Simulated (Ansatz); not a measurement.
**C₂H₅GaSi: up Jacob's ladder to CCSD(T)**

One table from this session's results is given with a row withheld; the runs are named, their logs left out.

Program: Ansatz 0.2.0, Gaussian basis. Level of theory: functionals in def2-TZVPP, the program's frozen cores in correlated methods. These are calculated values, not measurements.

Levels to be run: LDA (SPW92), PBE-D4, revPBE-D4, BLYP-D4, r2SCAN-D4, B97M-V, PBE0-D4, B3LYP-D4, r2SCANh-D4, r2SCAN0-D4, HSE06-D4, BHLYP-D4, CAM-B3LYP-D4, LC-ωPBE, ωB97X-V, ωB97M-V, B2PLYP, PBE-QIDH; CCSD(T)/def2-SVP; CCSD(T)/def2-TZVPP; MP2/def2-QZVPP; extrapolation to the limit; RPA on PBE.

### Structure used throughout

The geometry comes from an earlier relaxation with PBE0-D4 in a triple-zeta def2 set; it is a stationary point, not always the lowest conformer.

SMILES `C#C[SiH2][GaH2]`, 9 atoms, charge 0, spin multiplicity 1.

Atoms are counted from 1 here; the program's logs count them from 0.

Bond lengths: C1–C2 1.207 Å, C1–H5 1.066 Å, C2–Si3 1.825 Å, Si3–Ga4 2.417 Å, Si3–H6 1.489 Å, Si3–H7 1.490 Å, Ga4–H8 1.570 Å, Ga4–H9 1.574 Å. Angles: C2–C1–H5 179.6°, C1–C2–Si3 177.3°, C2–Si3–Ga4 111.6°, C2–Si3–H6 108.3°, C2–Si3–H7 108.3°, Ga4–Si3–H6 110.7°, Ga4–Si3–H7 110.4°, H6–Si3–H7 107.4°, Si3–Ga4–H8 121.6°, Si3–Ga4–H9 119.3°, H8–Ga4–H9 119.1°.

The first run:

Input file in.yaml:

```yaml
crystal:
  periodic: [false, false, false]
  atoms:
    - {symbol: C, position_ang: [2.050341, -0.900741, -1.327514]}
    - {symbol: C, position_ang: [1.325903, -0.169645, -0.697306]}
    - {symbol: Si, position_ang: [0.171830, 0.873214, 0.257593]}
    - {symbol: Ga, position_ang: [-1.874865, -0.305075, 0.772353]}
    - {symbol: H, position_ang: [2.695793, -1.540735, -1.884245]}
    - {symbol: H, position_ang: [-0.113762, 2.101287, -0.535170]}
    - {symbol: H, position_ang: [0.854863, 1.299892, 1.510774]}
    - {symbol: H, position_ang: [-2.092346, -1.801676, 0.350264]}
    - {symbol: H, position_ang: [-3.017768, 0.443479, 1.553260]}
basis:
  gaussian: {orbitals: def2-TZVPP}
hamiltonian: {xc: lda}
output: {orbitals: {seedname: orbitals}}
```

The run is started by

```
> ansatz run in.yaml --threads 2 --pin off --events-out ev --progress --plain --max-ram 4352MiB
```

Steps of the session up to this table: LDA; PBE-D4 (GGA); revPBE-D4 (GGA); BLYP-D4 (GGA); r2SCAN-D4 (meta-GGA); B97M-V (meta-GGA); B3LYP-D4 (hybrid); r2SCANh-D4 (hybrid); r2SCAN0-D4 (hybrid); HSE06-D4 (hybrid); BHLYP-D4 (hybrid); CAM-B3LYP-D4 (range-separated); LC-ωPBE (range-separated); ωB97X-V (range-separated); ωB97M-V (range-separated); B2PLYP (double hybrid); PBE-QIDH (double hybrid).

One table of the session follows, with a row left open; its other results are not shown here.

| functional | HOMO (eV) | LUMO (eV) | gap (eV) |
| --- | --- | --- | --- |
| LDA (SPW92) | -6.44 | -3.24 | 3.19 |
| PBE-D4 | -6.32 | -2.99 | 3.32 |
| revPBE-D4 | -6.27 | -2.88 | 3.39 |
| BLYP-D4 | -6.17 | -2.92 | 3.25 |
| r2SCAN-D4 | -6.54 | -2.76 | 3.78 |
| B97M-V | -6.60 | -2.97 | 3.63 |
| PBE0-D4 | -7.37 | -2.19 | 5.18 |
| B3LYP-D4 | -7.17 | -2.44 | 4.73 |
| r2SCANh-D4 | -6.93 | -2.48 | 4.45 |
| r2SCAN0-D4 | -7.51 | -2.06 | 5.45 |
| HSE06-D4 | -6.98 | -2.56 | 4.42 |
| BHLYP-D4 | ? | ? | ? |
| CAM-B3LYP-D4 | -8.61 | -1.26 | 7.35 |
| LC-ωPBE | -9.91 | -0.08 | 9.83 |
| ωB97X-V | -9.56 | -0.23 | 9.33 |
| ωB97M-V | -9.38 | -0.45 | 8.92 |

Q: Estimate the row for BHLYP-D4 from the others.

Worked estimate for «HOMO (eV)». Against the share of exact exchange, BLYP-D4 (0, -6.17), B3LYP-D4 (0.2, -7.17) give a slope of -5.00 per unit share; at 0.5 the line stands at -8.67.

**Answer.** HOMO (eV): -8.31; LUMO (eV): -1.41; gap (eV): 6.89. In «HOMO (eV)» the line misses by -0.36.
